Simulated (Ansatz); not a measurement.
# BFH3NSi: a ladder of functionals and wavefunction methods

The task here is to estimate one member of a computed series from the others.

Computed with Ansatz 0.2.0, Gaussian basis. Level: functionals in def2-TZVPP, the program's frozen cores in correlated methods.

Plan: LDA (SPW92), PBE-D4, revPBE-D4, BLYP-D4, r2SCAN-D4, B97M-V, PBE0-D4, B3LYP-D4, r2SCANh-D4, r2SCAN0-D4, HSE06-D4, BHLYP-D4, CAM-B3LYP-D4, LC-ωPBE, ωB97X-V, ωB97M-V, B2PLYP, PBE-QIDH; CCSD(T)/def2-SVP; CCSD(T)/def2-TZVPP; MP2/def2-QZVPP; extrapolation to the limit; RPA on PBE.

## The relaxed structure

An earlier PBE0-D4 in a triple-zeta def2 set relaxation fixed the geometry.

SMILES `FB1N[SiH2]1`, 7 atoms, charge 0, spin multiplicity 1.

Atoms are counted from 1 here; the program's logs count them from 0.

Bond lengths: F1–B2 1.318 Å, B2–N3 1.381 Å, B2–Si4 1.921 Å, N3–Si4 1.767 Å, N3–H5 1.009 Å, Si4–H6 1.486 Å, Si4–H7 1.486 Å. Angles: F1–B2–N3 135.9°, F1–B2–Si4 161.9°, N3–B2–Si4 62.2°, B2–N3–Si4 74.1°, B2–N3–H5 140.0°, Si4–N3–H5 146.0°, B2–Si4–N3 43.7°, B2–Si4–H6 125.5°, B2–Si4–H7 125.5°, N3–Si4–H6 115.7°, N3–Si4–H7 115.7°, H6–Si4–H7 108.9°.

Set-up of the first run:

File in.yaml:

```yaml
crystal:
  periodic: [false, false, false]
  atoms:
    - {symbol: F, position_ang: [-0.871804, -2.140763, 0.801094]}
    - {symbol: B, position_ang: [-0.433067, -0.973421, 0.375122]}
    - {symbol: N, position_ang: [0.740208, -0.495002, -0.173607]}
    - {symbol: Si, position_ang: [-0.349502, 0.892477, -0.073105]}
    - {symbol: H, position_ang: [1.655503, -0.821386, -0.445430]}
    - {symbol: H, position_ang: [-0.757136, 1.487644, -1.372564]}
    - {symbol: H, position_ang: [0.077201, 1.982451, 0.842791]}
basis:
  gaussian: {orbitals: def2-TZVPP}
hamiltonian: {xc: lda}
output: {orbitals: {seedname: orbitals}}
```

On the command line:

```bash
ansatz run in.yaml --threads 2 --pin off --events-out ev --progress --plain --max-ram 4352MiB
```

Steps of the session up to this table: LDA; PBE-D4 (GGA); revPBE-D4 (GGA); BLYP-D4 (GGA); r2SCAN-D4 (meta-GGA); B97M-V (meta-GGA); B3LYP-D4 (hybrid); r2SCANh-D4 (hybrid); r2SCAN0-D4 (hybrid); HSE06-D4 (hybrid); BHLYP-D4 (hybrid); CAM-B3LYP-D4 (range-separated); LC-ωPBE (range-separated); ωB97X-V (range-separated); ωB97M-V (range-separated); B2PLYP (double hybrid); PBE-QIDH (double hybrid).

One of the session's tables, all rows but one given; the rest of the session is left out.

It belongs to the step «Orbital energies across the functionals». 

```
  functional  HOMO (eV)  gap (eV)
 LDA (SPW92)      -6.32      4.81
      PBE-D4      -6.21      4.88
   revPBE-D4      -6.16      4.92
     BLYP-D4      -6.09      4.87
   r2SCAN-D4      -6.43      5.45
      B97M-V      -6.51      5.36
     PBE0-D4      -7.38      6.89
    B3LYP-D4      -7.19      6.47
  r2SCANh-D4      -6.87      6.17
  r2SCAN0-D4      -7.52      7.24
    HSE06-D4      -6.98      6.12
    BHLYP-D4          ?         ?
CAM-B3LYP-D4      -8.71      9.18
     LC-ωPBE     -10.01     11.66
     ωB97X-V      -9.68     11.20
     ωB97M-V      -9.49     10.68
```

**Question.** Estimate the row for BHLYP-D4.

Worked estimate for «HOMO (eV)». Against the share of exact exchange, BLYP-D4 (0, -6.09), B3LYP-D4 (0.2, -7.19) give a slope of -5.50 per unit share; at 0.5 the line stands at -8.84.

The run gave: HOMO (eV): -8.47; gap (eV): 8.80. In «HOMO (eV)» the line misses by -0.37.
